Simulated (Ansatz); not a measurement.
# C3H10AlN: the cost of one run

Program: Ansatz 0.2.0. Level of theory: RKS B3LYP/def2-SVP. These are calculated values, not measurements.

### Step 1. Starting point

Bond lengths: C1–C2 1.490 Å, C2–C3 1.511 Å, C3–Al4 1.989 Å, Al4–N5 1.904 Å, C1–H6 1.188 Å, C1–H7 1.086 Å, C1–H8 1.092 Å, C2–H9 1.157 Å, C2–H10 1.093 Å, C3–H11 1.134 Å, C3–H12 1.124 Å, Al4–H13 1.618 Å, N5–H14 1.027 Å, N5–H15 1.038 Å. Angles (14 of 24 angles, heavy atoms first): C1–C2–C3 109.6°, C2–C3–Al4 116.2°, C3–Al4–N5 121.5°, C1–C2–H9 108.5°, C1–C2–H10 111.8°, C3–C2–H9 109.1°, C3–C2–H10 110.3°, C2–C1–H6 107.7°, C2–C1–H7 112.9°, C2–C1–H8 111.0°, C2–C3–H11 108.5°, C2–C3–H12 111.6°, Al4–C3–H11 104.7°, Al4–C3–H12 111.4°.

Structure file:

```xyz
15

C    -1.5460    0.5786    0.9462
C    -0.1241    0.9667    0.7251
C     0.7521   -0.2639    0.7744
Al    0.7089   -1.4381   -0.8302
N     0.9844   -0.7398   -2.5803
H    -2.1968    1.5722    0.9329
H    -1.7105    0.1128    1.9131
H    -1.9252   -0.0139    0.1108
H     0.1931    1.6922    1.5691
H     0.0108    1.4898   -0.2252
H     1.8330    0.0677    0.8597
H     0.5857   -0.8526    1.7172
H     0.1525   -2.9498   -0.6773
H     1.9266   -0.3344   -2.5219
H     0.3335    0.0617   -2.6842
```

### Step 2. End point A

Input file input.yaml:

```yaml
crystal:
  periodic: [false, false, false]
  atoms:
    - { symbol: C, position_ang: [-1.546, 0.5786, 0.9462] }
    - { symbol: C, position_ang: [-0.1241, 0.9667, 0.7251] }
    - { symbol: C, position_ang: [0.7521, -0.2639, 0.7744] }
    - { symbol: Al, position_ang: [0.7089, -1.4381, -0.8302] }
    - { symbol: "N", position_ang: [0.9844, -0.7398, -2.5803] }
    - { symbol: H, position_ang: [-2.1968, 1.5722, 0.9329] }
    - { symbol: H, position_ang: [-1.7105, 0.1128, 1.9131] }
    - { symbol: H, position_ang: [-1.9252, -0.0139, 0.1108] }
    - { symbol: H, position_ang: [0.1931, 1.6922, 1.5691] }
    - { symbol: H, position_ang: [0.0108, 1.4898, -0.2252] }
    - { symbol: H, position_ang: [1.833, 0.0677, 0.8597] }
    - { symbol: H, position_ang: [0.5857, -0.8526, 1.7172] }
    - { symbol: H, position_ang: [0.1525, -2.9498, -0.6773] }
    - { symbol: H, position_ang: [1.9266, -0.3344, -2.5219] }
    - { symbol: H, position_ang: [0.3335, 0.0617, -2.6842] }
basis:
  gaussian: { orbitals: def2-SVP }
hamiltonian:
  xc: b3lyp
relax:
  f_tol: 0.015
  max_steps: 40
```

The run is started by

```bash
> ansatz run input.yaml --threads 2 --pin off --max-ram 3072MiB --backend cpu --events-out ev --progress --plain --runs-dir out
```

Q: Estimate wall time and peak memory on 2 threads of Arm Neoverse V1, shared host.

About 60 s, with a peak of 0.3 GiB.
